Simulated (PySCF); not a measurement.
# WBr₆ (-2): ligand-field states

What do calculations give for the ligand-field states of WBr₆ (-2)?

Computed with PySCF 2.14.0 and routines of our own; the level stands in each step. Atoms count from 0.

## 1. The starting structure

7 atoms, charge -2, states of the metal's open shell are computed; geometry from: model start, shaken.

## 2. Relaxing the molecule at PBE0-D3(BJ)/def2-SVP

Job settings and geometry (Å):

```
{"job": {"xc": "PBE0", "basis": "def2-SVP", "d3": "d3bj", "grid": 1, "maxiter": 45, "solvent": "water", "kind": "geom"}, "charge": -2, "metal": "W", "open_shell": "d2"}
W      0.000020     0.004480    -0.004110
Br    -0.013360    -0.006820     2.505130
Br     0.000900     0.020100    -2.527380
Br     2.510690     0.007350     0.005350
Br    -2.518420    -0.013960    -0.000440
Br     0.010430     2.499840    -0.006860
Br    -0.028520    -2.539340    -0.027630
```

On the command line:

```sh
OMP_NUM_THREADS=1 python lf_run.py task.json out
```

The driver reads the jobs from task.json and runs them one after another.

The log of the run:

```text
step   0  E = -15508.98823044  max force = 0.022058
step   1  E = -15508.99105078  max force = 0.006468
step   2  E = -15508.99201086  max force = 0.001827
step   3  E = -15508.99196251  max force = 0.002837
step   4  E = -15508.99217921  max force = 0.001593
step   5  E = -15508.99203339  max force = 0.001527
step   6  E = -15508.99220796  max force = 0.001048
step   7  E = -15508.99227357  max force = 0.000394
step   8  E = -15508.99234221  max force = 0.000879
step   9  E = -15508.99124298  max force = 0.006109
step  10  E = -15508.99229748  max force = 0.003022
step  11  E = -15508.99248136  max force = 0.002401
step  12  E = -15508.99262491  max force = 0.001104
step  13  E = -15508.99263916  max force = 0.000295
optimisation converged
```

It took 48 min on 1 thread of Arm Neoverse V1, shared host; peak memory 2.2 GiB.

Relaxation path: (the energy doesn't fall at every step)

```
step  energy from step 0 (eV)  largest force component (eV/Å)
   0                   0.0000                          1.1343
   1                  -0.0767                          0.3326
   2                  -0.1029                          0.0939
   3                  -0.1016                          0.1459
   4                  -0.1075                          0.0819
   5                  -0.1035                          0.0785
   6                  -0.1082                          0.0539
   7                  -0.1100                          0.0203
   8                  -0.1119                          0.0452
   9                  -0.0820                          0.3141
  10                  -0.1107                          0.1554
  11                  -0.1157                          0.1235
  12                  -0.1196                          0.0568
  13                  -0.1200                          0.0152
```

Close pairs (by a distance rule), those that changed most:

```
  bond  before (Å)  after (Å)  change (Å)
W0–Br5       2.495      2.598      +0.103
W0–Br6       2.544      2.597      +0.053
W0–Br3       2.511      2.551      +0.040
W0–Br1       2.509      2.550      +0.040
W0–Br4       2.519      2.550      +0.032
W0–Br2       2.523      2.550      +0.026
```

Final coordinates:

```
atom    x (Å)    y (Å)    z (Å)
  W0  -0.0062  -0.0046  -0.0077
 Br1  -0.0923  -0.2180   2.5314
 Br2   0.0803   0.2072  -2.5471
 Br3   2.5428  -0.0753   0.0692
 Br4  -2.5543   0.0710  -0.0869
 Br5   0.0680   2.5835   0.2057
 Br6  -0.0766  -2.5921  -0.2205
```

```
                         at the end point                value
  point group (found at 0.08 Å tolerance)                   Oh
rotational constants (GHz, main isotopes)  0.246, 0.242, 0.242
                                     ⟨S²⟩                2.017
```

## 3. Ligand-field states: state-averaged CASSCF in water

Job settings and geometry (Å):

```
{"job": {"kind": "lf", "basis": {"metal": "x2c-TZVPall", "ligand": "x2c-SVPall"}, "nevpt": true, "solvent": "water"}, "charge": -2, "metal": "W", "open_shell": "d2"}
W      0.000000     0.000000     0.000000
Br     2.565966     0.000000     0.000000
Br    -2.565966    -0.000000    -0.000000
Br    -0.000000     2.565966     0.000000
Br     0.000000    -2.565966    -0.000000
Br    -0.000000    -0.000000     2.565966
Br     0.000000     0.000000    -2.565966
```

Level: state-averaged CASSCF of the metal d shell, SC-NEVPT2 on the averaged canonical orbitals, state-interaction spin-orbit coupling.

The log of the run:

```text
basis functions 273, electrons 286, active (2e, 5o)
stage 1: DIIS on the effective Fock matrix, level shift 0.30
cycle   1  E = -31761.9984082701  dE = -3.176e+04  max|g| = 1.430e+00
cycle   2  E = -31761.6333337778  dE =  3.651e-01  max|g| = 1.475e+00
cycle   3  E = -31763.6255701449  dE = -1.992e+00  max|g| = 8.597e-01
cycle   4  E = -31764.6734541316  dE = -1.048e+00  max|g| = 6.640e-02
cycle   5  E = -31764.6862606069  dE = -1.281e-02  max|g| = 7.048e-02
cycle   6  E = -31764.6932510327  dE = -6.990e-03  max|g| = 4.793e-02
cycle   7  E = -31764.6944562739  dE = -1.205e-03  max|g| = 4.461e-02
cycle   8  E = -31764.6960699313  dE = -1.614e-03  max|g| = 9.846e-03
cycle   9  E = -31764.6962019171  dE = -1.320e-04  max|g| = 6.786e-03
cycle  10  E = -31764.6962248082  dE = -2.289e-05  max|g| = 3.818e-03
cycle  11  E = -31764.6962396965  dE = -1.489e-05  max|g| = 2.974e-03
cycle  12  E = -31764.6962483328  dE = -8.636e-06  max|g| = 1.625e-03
cycle  13  E = -31764.6962498697  dE = -1.537e-06  max|g| = 1.358e-03
cycle  14  E = -31764.6962517032  dE = -1.834e-06  max|g| = 9.717e-04
cycle  15  E = -31764.6962523410  dE = -6.378e-07  max|g| = 6.824e-04
cycle  16  E = -31764.6962527382  dE = -3.973e-07  max|g| = 6.003e-04
cycle  17  E = -31764.6962529610  dE = -2.228e-07  max|g| = 4.792e-04
cycle  18  E = -31764.6962530702  dE = -1.092e-07  max|g| = 3.345e-04
cycle  19  E = -31764.6962531311  dE = -6.083e-08  max|g| = 2.087e-04
cycle  20  E = -31764.6962531652  dE = -3.411e-08  max|g| = 2.183e-04
cycle  21  E = -31764.6962531853  dE = -2.015e-08  max|g| = 1.714e-04
cycle  22  E = -31764.6962531979  dE = -1.257e-08  max|g| = 1.333e-04
cycle  23  E = -31764.6962532055  dE = -7.574e-09  max|g| = 1.037e-04
cycle  24  E = -31764.6962532100  dE = -4.587e-09  max|g| = 8.065e-05
cycle  25  E = -31764.6962532128  dE = -2.776e-09  max|g| = 6.286e-05
cycle  26  E = -31764.6962532145  dE = -1.684e-09  max|g| = 4.879e-05
cycle  27  E = -31764.6962532155  dE = -1.030e-09  max|g| = 3.769e-05
cycle  28  E = -31764.6962532162  dE = -6.185e-10  max|g| = 2.922e-05
cycle  29  E = -31764.6962532165  dE = -3.638e-10  max|g| = 2.264e-05
cycle  30  E = -31764.6962532168  dE = -2.328e-10  max|g| = 1.756e-05
cycle  31  E = -31764.6962532169  dE = -1.164e-10  max|g| = 1.367e-05
cycle  32  E = -31764.6962532170  dE = -9.095e-11  max|g| = 1.068e-05
cycle  33  E = -31764.6962532170  dE = -4.366e-11  max|g| = 8.353e-06
converged average energy = -31764.6962532170

 mult deg   label        CASSCF/cm-1   NEVPT2/cm-1
   3   3   3T1g                0.0           0.0
   1   3   1T2g             8678.1        7314.8
   1   2   1Eg              8866.1        7600.1
   1   1   1A1g            20362.2       17065.3
   3   3   3T2g            22780.9       25183.9
   3   3   3T1g            29749.0       30012.0
   1   3   1T2g            31068.5       31639.4
   1   3   1T1g            33453.3       33757.9
   3   1   3A2g            47154.8       50770.1
   1   2   1Eg             55574.3       57041.6
   1   1   1A1g            65143.6       63476.3

spin-orbit levels / cm-1
      0.00  x2  3T1g 0.93 1Eg 0.05
    206.92  x3  3T1g 0.94 1T2g 0.04
   3664.63  x3  3T1g 0.99
   4491.54  x1  3T1g 0.94 1A1g 0.05
   9653.89  x3  1T2g 0.93 3T1g 0.05
  10182.90  x2  1Eg 0.94 3T1g 0.05
  19706.79  x1  1A1g 0.90 3T1g 0.06 3T1g 0.04
  26372.18  x1  3T2g 1.00
  26976.25  x3  3T2g 0.94
  27918.52  x3  3T2g 0.92 3T1g 0.04
  27998.68  x2  3T2g 0.89 3T1g 0.08
  30950.27  x1  3T1g 0.93 1A1g 0.05
  31628.85  x3  3T1g 0.92 1T1g 0.05
  32009.22  x3  3T1g 0.55 1T2g 0.43
  33944.68  x2  3T1g 0.90 3T2g 0.08
  35685.45  x3  1T2g 0.54 3T1g 0.42
  36776.81  x3  1T1g 0.92 3T2g 0.04 3T1g 0.03
  53799.90  x3  3A2g 0.98
  59934.59  x2  1Eg 0.99
  66439.94  x1  1A1g 0.99
```

It took 3 min on 1 thread of Arm Neoverse V1, shared host; peak memory 1.6 GiB.

Warnings kept with the result: strongly covalent, metal-shell active space is small for this complex.

Key values:

```
             quantity      value
spin-orbit constant ζ  2250 cm⁻¹
```

Powder susceptibility:

```
T (K)  χT (cm³ K/mol)  μ(eff)
    2           0.001    0.10
    5           0.003    0.17
   10           0.007    0.23
   20           0.014    0.33
   30           0.021    0.41
   50           0.035    0.53
   75           0.052    0.64
  100           0.068    0.74
  150           0.095    0.87
  200           0.116    0.96
  250           0.133    1.03
  300           0.148    1.09
```

The fields below are evaluated on a grid from the run's orbitals.

The spin density lies nearest to W0 84 %.

## 4. Ligand-field states: state-averaged CASSCF (basis x2c-TZVPall) in water

Job settings and geometry (Å):

```
{"job": {"kind": "lf", "basis": "x2c-TZVPall", "nevpt": true, "solvent": "water"}, "charge": -2, "metal": "W", "open_shell": "d2"}
W      0.000000     0.000000     0.000000
Br     2.565966     0.000000     0.000000
Br    -2.565966    -0.000000    -0.000000
Br    -0.000000     2.565966     0.000000
Br     0.000000    -2.565966    -0.000000
Br    -0.000000    -0.000000     2.565966
Br     0.000000     0.000000    -2.565966
```

Method: state-averaged CASSCF of the metal d shell, SC-NEVPT2 on the averaged canonical orbitals, state-interaction spin-orbit coupling.

The log of the run:

```text
basis functions 369, electrons 286, active (2e, 5o)
stage 1: DIIS on the effective Fock matrix, level shift 0.30
cycle   1  E = -31764.1987407466  dE = -3.176e+04  max|g| = 1.361e+00
cycle   2  E = -31763.4957045305  dE =  7.030e-01  max|g| = 1.544e+00
cycle   3  E = -31765.8094990608  dE = -2.314e+00  max|g| = 1.020e+00
cycle   4  E = -31767.3584337025  dE = -1.549e+00  max|g| = 2.301e-01
cycle   5  E = -31767.4111518376  dE = -5.272e-02  max|g| = 1.692e-01
cycle   6  E = -31767.4357684251  dE = -2.462e-02  max|g| = 4.959e-02
cycle   7  E = -31767.4404459082  dE = -4.677e-03  max|g| = 2.851e-02
cycle   8  E = -31767.4412996087  dE = -8.537e-04  max|g| = 2.031e-02
cycle   9  E = -31767.4416767037  dE = -3.771e-04  max|g| = 8.140e-03
cycle  10  E = -31767.4417375292  dE = -6.083e-05  max|g| = 3.070e-03
cycle  11  E = -31767.4417530474  dE = -1.552e-05  max|g| = 1.378e-03
cycle  12  E = -31767.4417585970  dE = -5.550e-06  max|g| = 9.774e-04
cycle  13  E = -31767.4417599714  dE = -1.374e-06  max|g| = 4.189e-04
cycle  14  E = -31767.4417604162  dE = -4.449e-07  max|g| = 2.539e-04
cycle  15  E = -31767.4417605387  dE = -1.225e-07  max|g| = 1.875e-04
cycle  16  E = -31767.4417605853  dE = -4.657e-08  max|g| = 1.750e-04
cycle  17  E = -31767.4417606085  dE = -2.319e-08  max|g| = 1.116e-04
cycle  18  E = -31767.4417606170  dE = -8.495e-09  max|g| = 7.396e-05
cycle  19  E = -31767.4417606216  dE = -4.620e-09  max|g| = 6.862e-05
cycle  20  E = -31767.4417606242  dE = -2.532e-09  max|g| = 4.590e-05
cycle  21  E = -31767.4417606255  dE = -1.346e-09  max|g| = 3.735e-05
cycle  22  E = -31767.4417606263  dE = -8.040e-10  max|g| = 3.219e-05
cycle  23  E = -31767.4417606268  dE = -4.584e-10  max|g| = 2.035e-05
cycle  24  E = -31767.4417606270  dE = -2.619e-10  max|g| = 1.373e-05
cycle  25  E = -31767.4417606272  dE = -1.419e-10  max|g| = 1.135e-05
cycle  26  E = -31767.4417606273  dE = -9.095e-11  max|g| = 9.942e-06
converged average energy = -31767.4417606273

 mult deg   label        CASSCF/cm-1   NEVPT2/cm-1
   3   3   3T1g                0.0           0.0
   1   3   1T2g             8653.8        7191.7
   1   2   1Eg              8853.9        7462.4
   1   1   1A1g            20324.5       16716.5
   3   3   3T2g            22591.4       24429.7
   3   3   3T1g            29496.0       29038.7
   1   3   1T2g            30795.4       30723.0
   1   3   1T1g            33166.1       32710.7
   3   1   3A2g            46854.6       49244.7
   1   2   1Eg             55146.0       55202.3
   1   1   1A1g            64579.0       61264.5

spin-orbit levels / cm-1
      0.00  x2  3T1g 0.93 1Eg 0.05
    210.09  x3  3T1g 0.94 1T2g 0.04
   3668.98  x3  3T1g 0.99
   4478.34  x1  3T1g 0.94 1A1g 0.05
   9535.25  x3  1T2g 0.93 3T1g 0.05
  10054.17  x2  1Eg 0.93 3T1g 0.05
  19361.77  x1  1A1g 0.89 3T1g 0.06 3T1g 0.05
  25634.79  x1  3T2g 1.00
  26236.86  x3  3T2g 0.93
  27162.47  x3  3T2g 0.92 3T1g 0.05 1T1g 0.03
  27242.82  x2  3T2g 0.89 3T1g 0.08
  30008.82  x1  3T1g 0.93 1A1g 0.06
  30674.74  x3  3T1g 0.92 1T1g 0.05 3T2g 0.03
  31079.66  x3  3T1g 0.56 1T2g 0.43
  33007.12  x2  3T1g 0.89 3T2g 0.09
  34760.82  x3  1T2g 0.55 3T1g 0.41
  35760.26  x3  1T1g 0.92 3T2g 0.05 3T1g 0.03
  52302.64  x3  3A2g 0.97
  58121.48  x2  1Eg 0.98
  64258.12  x1  1A1g 0.98
```

It took 4.8 min on 1 thread of Arm Neoverse V1, shared host; peak memory 1.3 GiB.

Warnings kept with the result: strongly covalent, metal-shell active space is small for this complex.

From this job:

```
             quantity      value
spin-orbit constant ζ  2245 cm⁻¹
```

Powder susceptibility:

```
T (K)  χT (cm³ K/mol)  μ(eff)
    2           0.001    0.10
   20           0.013    0.33
  100           0.067    0.73
  300           0.147    1.08
```

## 5. Ligand-field states: state-averaged CASSCF (avg hs) in water

Settings changed since step 4:

```diff
@@ -1,2 +1,2 @@
-{"job": {"kind": "lf", "basis": "x2c-TZVPall", "nevpt": true, "solvent": "water"}, "charge": -2, "metal": "W", "open_shell": "d2"}
+{"job": {"kind": "lf", "basis": {"metal": "x2c-TZVPall", "ligand": "x2c-SVPall"}, "nevpt": true, "solvent": "water", "avg": "hs"}, "charge": -2, "metal": "W", "open_shell": "d2"}
 W      0.000000     0.000000     0.000000
```

Level: state-averaged CASSCF of the metal d shell, SC-NEVPT2 on the averaged canonical orbitals, state-interaction spin-orbit coupling.

The log of the run:

```text
basis functions 273, electrons 286, active (2e, 5o)
stage 1: DIIS on the effective Fock matrix, level shift 0.30
cycle   1  E = -31762.0050144214  dE = -3.176e+04  max|g| = 1.430e+00
cycle   2  E = -31761.6826999096  dE =  3.223e-01  max|g| = 1.358e+00
cycle   3  E = -31763.6778684780  dE = -1.995e+00  max|g| = 8.449e-01
cycle   4  E = -31764.6778584687  dE = -1.000e+00  max|g| = 1.082e-01
cycle   5  E = -31764.6975192389  dE = -1.966e-02  max|g| = 7.408e-02
cycle   6  E = -31764.7052253680  dE = -7.706e-03  max|g| = 5.943e-02
cycle   7  E = -31764.7059552053  dE = -7.298e-04  max|g| = 5.742e-02
cycle   8  E = -31764.7089610495  dE = -3.006e-03  max|g| = 1.321e-02
cycle   9  E = -31764.7091212845  dE = -1.602e-04  max|g| = 8.720e-03
cycle  10  E = -31764.7091636988  dE = -4.241e-05  max|g| = 2.605e-03
cycle  11  E = -31764.7091669972  dE = -3.298e-06  max|g| = 2.950e-03
...
cycle  29  E = -31764.7091835958  dE = -2.496e-09  max|g| = 6.904e-05
cycle  30  E = -31764.7091835975  dE = -1.699e-09  max|g| = 5.656e-05
cycle  31  E = -31764.7091835986  dE = -1.161e-09  max|g| = 4.622e-05
cycle  32  E = -31764.7091835994  dE = -7.713e-10  max|g| = 3.749e-05
cycle  33  E = -31764.7091835999  dE = -5.166e-10  max|g| = 3.039e-05
cycle  34  E = -31764.7091836003  dE = -3.456e-10  max|g| = 2.465e-05
cycle  35  E = -31764.7091836005  dE = -2.292e-10  max|g| = 2.008e-05
cycle  36  E = -31764.7091836006  dE = -1.382e-10  max|g| = 1.637e-05
cycle  37  E = -31764.7091836007  dE = -1.091e-10  max|g| = 1.343e-05
cycle  38  E = -31764.7091836008  dE = -6.185e-11  max|g| = 1.097e-05
cycle  39  E = -31764.7091836008  dE = -4.366e-11  max|g| = 9.017e-06
converged average energy = -31764.7091836008

 mult deg   label        CASSCF/cm-1   NEVPT2/cm-1
   3   3   3T1g                0.0           0.0
   1   3   1T2g             8807.3        7355.6
   1   2   1Eg              8987.5        7640.3
   1   1   1A1g            20634.1       17153.2
   3   3   3T2g            22818.2       25150.0
   3   3   3T1g            29858.6       29988.7
   1   3   1T2g            31226.6       31643.0
   1   3   1T1g            33613.2       33767.7
   3   1   3A2g            47283.2       50690.4
   1   2   1Eg             55765.0       56983.7
   1   1   1A1g            65430.9       63422.9

spin-orbit levels / cm-1
      0.00  x2  3T1g 0.93 1Eg 0.05
    212.83  x3  3T1g 0.94 1T2g 0.04
   3714.75  x3  3T1g 0.99
   4550.97  x1  3T1g 0.94 1A1g 0.05
   9725.76  x3  1T2g 0.93 3T1g 0.05
  10261.84  x2  1Eg 0.94 3T1g 0.05
  19828.64  x1  1A1g 0.90 3T1g 0.06 3T1g 0.05
  26363.77  x1  3T2g 1.00
  26976.77  x3  3T2g 0.94
  27925.49  x3  3T2g 0.92 3T1g 0.04 1T1g 0.03
  28009.13  x2  3T2g 0.89 3T1g 0.08
  30948.30  x1  3T1g 0.93 1A1g 0.05
  31634.33  x3  3T1g 0.92 1T1g 0.05
  32025.17  x3  3T1g 0.55 1T2g 0.43
  33981.92  x2  3T1g 0.90 3T2g 0.08
  35743.04  x3  1T2g 0.54 3T1g 0.42
  36834.21  x3  1T1g 0.92 3T2g 0.04 3T1g 0.03
  53773.98  x3  3A2g 0.98
  59925.99  x2  1Eg 0.98
  66439.26  x1  1A1g 0.99
```

Run time: 3.1 min. Hardware: 1 thread of Arm Neoverse V1, shared host; peak memory 1.6 GiB.

Warnings kept with the result: strongly covalent, metal-shell active space is small for this complex.

In short:

```
             quantity      value
spin-orbit constant ζ  2276 cm⁻¹
```

Powder susceptibility:

```
T (K)  χT (cm³ K/mol)  μ(eff)
    2           0.001    0.10
   20           0.013    0.32
  100           0.065    0.72
  300           0.144    1.07
```

## 6. The runs side by side

From the NEVPT2 states (cm⁻¹; the spread is that of the fitted one-electron ligand-field levels):

```
step            setting  ground state    next state  orbital spread  Racah B     ζ  μ(eff), 300 K
   3           as given          3T1g  1T2g at 7315           25756      457  2250           1.09
   4  basis x2c-TZVPall          3T1g  1T2g at 7192           24965      440  2245           1.08
   5             avg hs          3T1g  1T2g at 7356           25713      460  2276           1.07
```

## 7. Results

| quantity | value |
| --- | --- |
| rotational constants (main isotopes) | 0.25, 0.24, 0.24 GHz |
| spin-orbit constant ζ (step 3, state-averaged CASSCF in water) | 2250 cm⁻¹ |
| ground multiplicity, μ(eff) at 300 K (step 3, 6 donors at 2.57 Å) | 3, 1.09 μB |
| ground multiplicity, μ(eff) at 300 K (step 4, 6 donors at 2.57 Å) | 3, 1.08 μB |
| ground multiplicity, μ(eff) at 300 K (step 5, 6 donors at 2.57 Å) | 3, 1.07 μB |

Over 13 steps the energy fell by 0.120 eV; of the close pairs, W0–Br5 changed most, 2.495 to 2.598 Å. The next job takes another geometry, as its input shows. No frequency check was run at this level, so the end point may be a saddle. In step 3, χT goes from 0.00 at 2 K to 0.15 cm³ K/mol at 300 K, as higher levels fill or mix in. The bonding is strongly covalent, and an active space of the metal's shell alone is small for it, so these values are rough.
